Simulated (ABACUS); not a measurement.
The system is DyAgB4F16.

```xyz
22
Lattice="5.4054 -0.1248 -0.0296 0.1513 6.8721 0.1623 0.5296 1.2589 9.4210" Properties=species:S:1:pos:R:3 pbc="T T T"
Dy    3.0611    0.7190    4.4394
Ag    0.6849    7.8562    9.4531
B     5.5055    1.7583    3.0167
B     3.4402    2.4965    7.5507
B     2.8009    5.8142    2.2359
B     5.8404    5.7874    6.3339
F     1.3107    2.1302    3.7836
F     5.1476    0.3764    3.2725
F     0.2230    2.1515    1.7310
F     4.4203    2.4658    3.6485
F     3.0675    3.7853    7.7326
F     4.8237    2.2806    7.6538
F     2.7566    1.5749    8.3611
F     3.0844    2.1159    6.1158
F     1.5849    5.3733    1.7772
F     2.6507    0.4118    2.1505
F     2.9742    5.4852    3.6520
F     3.8727    5.3689    1.5018
F     0.4297    4.7073    5.7646
F     1.5209    6.7547    5.7822
F     0.5588    5.9421    7.7249
F     4.6014    6.5330    5.9712
```

The cell was built by a generator and needn't be a form met in nature.

Base run:

```yaml
Program: ABACUS 3.10.1
Functional: PBE
Potentials_or_basis: PseudoDojo NC SR 0.4.1 PBE standard, lanthanides 3+ (f in core)
Cutoff: 1361 eV
Density_cutoff: 5442 eV
Basis: DZP LCAO (the cutoffs set its grid)
k_mesh: 5 × 4 × 3
Occupations: fermi-dirac, width 0.05 eV
Spin: collinear spin, ferromagnetic start
Starting_moments: "[1.0, 1.0, 1.0, 1.0, 1.0, 1.0, 1.0, 1.0, 1.0, 1.0, 1.0, 1.0, 1.0, 1.0, 1.0, 1.0, 1.0, 1.0, 1.0, 1.0, 1.0, 1.0] μB"
```

Its results: band gap on the k mesh 4.35 eV, indirect (least direct gap 4.37 eV); net moment 0.00 μB per cell; largest force 0.963 eV/Å.

The run is repeated on the same cell with these changes: basis from DZP LCAO (the cutoffs set its grid) to TZDP LCAO (the cutoffs set its grid). What comes out?

Band gap on the k mesh 4.17 eV, indirect (least direct gap 4.19 eV); net moment 0.00 μB per cell; largest force 0.254 eV/Å.

Caveats: the atomic orbitals were generated for these runs and aren't a published set; the magnetic or orbital state may not be the lowest; all typed moments are zero, and the program then starts from 1 μB on every atom; spin-orbit coupling is left out, which moves the levels of the heavy elements; an odd mesh through Γ misses points on the zone boundary, where band edges often lie; the 4f electrons are frozen in the core as for a trivalent ion, so they carry no moment and show no levels.
